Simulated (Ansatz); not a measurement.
The system is SrCd.

```
Cd Sr
1.0
     4.00300    0.00000    0.00000
     0.00000    4.00300    0.00000
     0.00000    0.00000    4.00300
Cd Sr
1 1
Direct
  0.00000 0.00000 0.00000
  0.50000 0.50000 0.50000
```

| Property | Result |
| --- | --- |
| Program | Ansatz 0.2.0 |
| Task | relaxation of cell and atoms |
| Functional | revPBE |
| Potentials or basis | Ansatz PAW |
| Cutoff | 420 eV (not typed: the program's choice for these potentials) |
| k mesh | 7 × 7 × 7 |
| Occupations | fermi-dirac, width 0.05 eV |
| Spin | no spin polarisation |

At the start: volume 32.07 Å³/atom.

Question: How do energy, volume and symmetry change on relaxing?

Answer: It ends after 5 steps and the volume is 35.47 Å³/atom (+10.6 %); space group Pm-3m (No. 221, to 0.05 Å).

Step by step:
```
step  energy change (eV)  largest force (eV/Å)  volume (Å³)
   1              0.0000                0.0000        64.14
   2             -0.0466                0.0000        68.57
   3             -0.0520                0.0000        70.60
   4             -0.0521                0.0000        70.94
   5             -0.0530                0.0000        70.94
```

Final structure:
```xyz
2
Lattice="4.1397 0.0000 0.0000 0.0000 4.1397 0.0000 0.0000 0.0000 4.1397" Properties=species:S:1:pos:R:3 pbc="T T T"
Cd    0.0000    0.0000    0.0000
Sr    2.0699    2.0699    2.0699
```

Caveat: the plane-wave basis is chosen anew once the cell has moved, so the energies of steps on either side of that aren't comparable; the PAW data sets come from PBE, with cores solved anew for the run's functional, which leaves a small shift of forces and pressure.
